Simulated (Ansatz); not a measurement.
# C2H5BO2, SMILES C=CB(O)O: a geometry optimisation

With the Ansatz DFT code, driven from Python.

The cells in order, each with its output:

In [1]:
```python
import itertools
import warnings

import ansatz
from ase import Atoms
from ase.data import atomic_numbers, covalent_radii
import numpy as np
import pandas as pd

warnings.simplefilter('ignore', ansatz.DeckWarning)
```

In [2]:
```python
atoms = Atoms(['C', 'C', 'B', 'O', 'O', 'H', 'H', 'H', 'H', 'H'], positions=[
    (1.6053, 0.3803, -0.3636),
    (0.6956, -0.4731, 0.113),
    (-0.8351, -0.1225, 0.1574),
    (-1.7843, -1.0967, 0.6898),
    (-1.3195, 1.1682, -0.329),
    (1.3236, 1.3584, -0.7426),
    (2.6536, 0.1, -0.377),
    (1.0164, -1.4417, 0.483),
    (-2.0601, -1.6336, -0.0956),
    (-1.2955, 1.7607, 0.4645),
])
system = ansatz.Crystal.molecule_from_ase(atoms)

job = system.calculation().basis(gaussian='6-31G*').functional('pbe0')
symbols = [site.symbol for site in system.cartesian_sites]
start = np.array([site.position_ang for site in system.cartesian_sites], dtype=float)
def progress(event):
    if event['event'] == 'relax_step':
        row = event['data']
        print(f'step {row["step"]:3d}  E = {row["lagrangian_ev"]:.6f} eV  largest force component {row["allowed_force_max_ev_ang"]:.4f} eV/A')
```

In [3]:
```python
rep = job.relax(force_tolerance=0.02).session().plan().execute(on_event=progress).report
end = np.array(rep['positions_ang'])
```
```text
step   1  E = -6918.717101 eV  largest force component 2.0163 eV/A
step   2  E = -6918.928285 eV  largest force component 1.0649 eV/A
step   3  E = -6919.059453 eV  largest force component 1.3460 eV/A
step   4  E = -6919.289393 eV  largest force component 1.1098 eV/A
step   5  E = -6919.525856 eV  largest force component 0.5469 eV/A
step   6  E = -6919.676930 eV  largest force component 0.4865 eV/A
step   7  E = -6919.767042 eV  largest force component 0.5798 eV/A
step   8  E = -6919.812266 eV  largest force component 0.3884 eV/A
step   9  E = -6919.823974 eV  largest force component 0.1569 eV/A
step  10  E = -6919.824592 eV  largest force component 0.1518 eV/A
step  11  E = -6919.825503 eV  largest force component 0.0121 eV/A
```

In [4]:
```python
print(f'E = {rep["free_energy_ev"]:.6f} eV = {rep["free_energy_ev"] / 27.211386246:.7f} Ha')
print('converged:', rep['converged'], ' doubts:', rep['published_state_doubts'] or 'none')
```
```text
E = -6919.825520 eV = -254.2988974 Ha
converged: True  doubts: none
```

In [5]:
```python
# pairs closer than 1.2 times the sum of covalent radii, before or after
radius = [covalent_radii[atomic_numbers[s]] for s in symbols]
span = lambda where, i, j: np.linalg.norm(where[i] - where[j])
bonded = [(i, j) for i, j in itertools.combinations(range(len(symbols)), 2) if min(span(start, i, j), span(end, i, j)) < 1.2 * (radius[i] + radius[j])]
print('pair        before    after (A)')
for i, j in bonded:
    print(f'{symbols[i]}{i}-{symbols[j]}{j}'.ljust(10), f'{span(start, i, j):8.4f} {span(end, i, j):8.4f}')
```
```text
pair        before    after (A)
C0-C1        1.3353   1.3369
C0-H5        1.0861   1.0882
C0-H6        1.0852   1.0889
C1-B2        1.5710   1.5569
C1-H7        1.0854   1.0904
B2-O3        1.4606   1.3719
B2-O4        1.4619   1.3722
O3-H8        0.9905   0.9644
O4-H9        0.9906   0.9637
```

In [6]:
```python
charges = rep['charge_distribution']
table = pd.DataFrame({'atom': symbols, 'mulliken': charges['mulliken_charges_e'], 'lowdin': charges['lowdin_charges_e']})
print(table.round(3).to_string())
print('dipole (e A):', np.round(charges['dipole_moment_e_ang'], 4) + 0.0)
with open('c2h5bo2_opt.xyz', 'w') as handle:
    handle.write(f'{len(symbols)}\nrelaxed C2H5BO2\n')
    handle.writelines(f'{s:2s} {x:11.6f} {y:11.6f} {z:11.6f}\n' for s, (x, y, z) in zip(symbols, end))
```
```text
  atom  mulliken  lowdin
0    C    -0.374  -0.188
1    C    -0.249  -0.163
2    B     0.448  -0.479
3    O    -0.573  -0.100
4    O    -0.575  -0.098
5    H     0.184   0.137
6    H     0.166   0.124
7    H     0.163   0.148
8    H     0.404   0.310
9    H     0.406   0.309
dipole (e A): [-0.4856  0.1407  0.0221]
```

It writes `c2h5bo2_opt.xyz`:
```text
10
relaxed C2H5BO2
C     1.737466    0.383699   -0.305560
C     0.807453   -0.515002    0.033317
B    -0.707673   -0.169588    0.128630
O    -1.568085   -1.178157    0.481697
O    -1.105011    1.115335   -0.143391
H     1.467438    1.413302   -0.532013
H     2.795983    0.137134   -0.372325
H     1.121203   -1.536300    0.251455
H    -2.494569   -0.914330    0.526389
H    -2.054205    1.263907   -0.068299
```

Caveats:
- Total energies depend on the basis set; only differences at equal settings carry meaning.
- The end point is the stationary point reached from this start; no frequency run checks that it is a minimum, and the basis set is modest.
- The Löwdin charges here are taken after orthogonalising the functions within each atom; they differ from plain Löwdin charges, and their signs can be unphysical.
- Hardware and time: 71 s on 1 thread of Arm Neoverse N1 (shared host), peak memory 0.28 GiB.
